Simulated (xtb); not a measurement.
**C2H8GeSSi (SMILES C1[SiH2][CH2][GeH2][S]1): GFN2-xTB**

Aim: a geometry optimisation of C2H8GeSSi. 

The results are computed with xtb 6.7.1.

2 further runs of the same task are left out: 2 set aside as unsound or not needed.

## 1. The molecule

C2H8GeSSi: 13 atoms, total charge 0, spin state singlet. As SMILES, `C1[SiH2][CH2][GeH2][S]1`. All atoms were displaced at random from a relaxed shape. The run starts from this shape.

Bond lengths: C1–Si2 1.900 Å, Si2–C3 1.958 Å, C3–Ge4 1.903 Å, C1–S5 1.804 Å, Ge4–S5 2.184 Å, C1–H6 1.039 Å, C1–H7 1.138 Å, Si2–H8 1.357 Å, Si2–H9 1.418 Å, C3–H10 1.049 Å, C3–H11 1.227 Å, Ge4–H12 1.609 Å, Ge4–H13 1.655 Å. Some angles: C1–Si2–C3 101.3°, Si2–C1–S5 116.6°, Si2–C3–Ge4 108.2°, C3–Ge4–S5 106.6°, C1–S5–Ge4 97.1°, C1–Si2–H8 104.3°, C1–Si2–H9 112.9°, C3–Si2–H8 105.7°, C3–Si2–H9 108.8°, Si2–C1–H6 105.7°.

## 2. A structure relaxation at GFN2-xTB

Contents of xtb.inp:

```
$opt
   hessian=old
$end
```

Contents of start.xyz:

```xyz
13

C     -1.51551     0.78458    -0.16554
Si    -0.61518     0.01906     1.32272
C      1.13300    -0.39178     0.54169
Ge     0.93631    -0.47159    -1.34920
S     -1.12600     0.09712    -1.78687
H     -1.27779     1.79624    -0.14841
H     -2.64732     0.89486    -0.11301
H     -1.22663    -1.17918     1.50417
H     -0.43541     0.93622     2.38974
H      1.82177     0.27828     0.96284
H      1.56441    -1.44402     1.00144
H      1.24307    -1.83501    -2.14570
H      1.97093     0.63191    -2.02180
```

On the command line:

```bash
$ xtb start.xyz --uhf 0 --input xtb.inp --opt normal > run.log
```

What values should one expect? Wanted: total energy at the end; dipole moment; HOMO energy; LUMO energy; HOMO–LUMO gap; dispersion energy; mean polarisability.

Computed results:

At GFN2-xTB:

| quantity | value |
| --- | --- |
| total energy at the end | -15.26521 Eh |
| dipole moment | 3.18 D |
| HOMO energy | -9.76 eV |
| LUMO energy | -5.70 eV |
| HOMO–LUMO gap | 4.07 eV |
| dispersion energy | -28.19 kJ/mol |
| mean polarisability (D4 model) | 99.8 bohr³ |

What this shows: At the final geometry: Bond lengths: C1–Si2 1.908 Å, Si2–C3 1.904 Å, C3–Ge4 1.991 Å, C1–S5 1.838 Å, Ge4–S5 2.211 Å, C1–H6 1.089 Å, C1–H7 1.087 Å, Si2–H8 1.465 Å, Si2–H9 1.465 Å, C3–H10 1.088 Å, C3–H11 1.088 Å, Ge4–H12 1.513 Å, Ge4–H13 1.521 Å. Some angles: C1–Si2–C3 104.0°, Si2–C1–S5 112.5°, Si2–C3–Ge4 108.2°, C3–Ge4–S5 103.4°, C1–S5–Ge4 98.2°, C1–Si2–H8 109.2°, C1–Si2–H9 108.4°, C3–Si2–H8 110.4°, C3–Si2–H9 111.7°, Si2–C1–H6 111.9°. The optimisation took 8 steps and changed the energy by -0.929 eV.
